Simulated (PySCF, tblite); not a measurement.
# C₅H₄F₃OP₃: geometry, infrared bands and NMR shifts

What infrared bands and NMR shifts should C₅H₄F₃OP₃ (`COc1pcpc(C(F)(F)F)p1`) show?

The runs use tblite 0.8.0 and PySCF 2.14.0, with density-fitted response routines of our own; the level of theory stands in each step. All values are computed, except where a source is named. Atoms are numbered from 0 throughout.

**1. The molecule as given**

16 atoms, charge 0, multiplicity 1; geometry from: force field or distance geometry start.

Bonds of the start (Å): C0–O1 1.44, O1–C2 1.36, C2–P3 1.87, P3–C4 1.85, C4–P5 1.85, P5–C6 1.88, C6–C7 1.51, C7–F8 1.36, C7–F9 1.37, C7–F10 1.37, C6–P11 1.87, P11–C2 1.87, C0–H12 1.08, C0–H13 1.09, C0–H14 1.10, C4–H15 1.09.

**2. Optimising the geometry with GFN2-xTB**

The job: settings as JSON, then the geometry in Å.

```
{"job": {"kind": "relax", "xc": "GFN2-xTB", "basis": "xTB"}, "charge": 0, "multiplicity": 1}
C      2.683800    -0.717500     0.285500
O      1.329500    -0.237300     0.387100
C      0.936100     0.198200    -0.842300
P      0.864800     2.040800    -1.168000
C     -0.755000     2.293900    -0.312100
P     -2.270900     1.561400    -1.085700
C     -1.770600    -0.212700    -0.738000
C     -2.140000    -0.873200     0.566300
F     -1.515000    -0.328000     1.641800
F     -1.858400    -2.210300     0.610800
F     -3.484000    -0.796000     0.830800
P     -0.331700    -0.823600    -1.763300
H      2.740000    -1.548300    -0.409700
H      2.988800    -1.079000     1.268200
H      3.354400     0.099700    -0.004200
H     -0.779200     2.641000     0.721700
```

On the command line:

```sh
$ OMP_NUM_THREADS=1 python probes_run.py task.json out
```

This one command runs all jobs of the session in turn.

**Question.** This job is followed by: GFN2-xTB harmonic vibrations, gas phase; GIAO PBE0/pcSseg-1 NMR shielding, non-relativistic, gas phase. What will the session give for the following? strongest single infrared mode (GFN2-xTB); zero-point energy (GFN2-xTB); 13C shifts against TMS (PBE0/pcSseg-1); 1H shifts against TMS (PBE0/pcSseg-1); 17O shifts against H2O (PBE0/pcSseg-1); 31P shifts against H3PO4 (PBE0/pcSseg-1); 19F shifts against CFCl3 (PBE0/pcSseg-1).

As calculated:

| quantity | value |
| --- | --- |
| strongest single infrared mode (GFN2-xTB) | 1214 cm⁻¹, 317 km/mol |
| zero-point energy (GFN2-xTB) | 53.5 kcal/mol |
| 13C shifts against TMS (PBE0/pcSseg-1) | 206.7, 131.0, 130.8, 85.3, 65.7 ppm |
| 1H shifts against TMS (PBE0/pcSseg-1) | 9.26, 4.37, 4.03, 3.90 ppm |
| 17O shifts against H2O (PBE0/pcSseg-1) | 88.3 ppm |
| 31P shifts against H3PO4 (PBE0/pcSseg-1) | 377.4, 37.0, -39.9 ppm |
| 19F shifts against CFCl3 (PBE0/pcSseg-1) | -67.2, -71.8, -77.3 ppm |

**Reading.** The optimisation took 138 steps and gained 5.817 eV; among the close pairs (by a distance rule), C2–C6 changed most, from 2.740 to 1.506 Å. All 42 modes are real, so the xTB geometry is a minimum. The strongest single mode, at 1214 cm⁻¹, moves mainly C7 and C6. GFN2-xTB is a fitted tight-binding method: band positions and strengths are rough. Its intensities can rank the bands wrongly. The structure rearranged or came apart on optimisation; the results belong to the end geometry, not to the formula as drawn. Shifts at one fixed geometry are not the observed spectrum, which averages over the motion. At PBE0/pcSseg-1: The largest span, 1268 ppm, is at P11, where the paramagnetic term is -684 ppm.
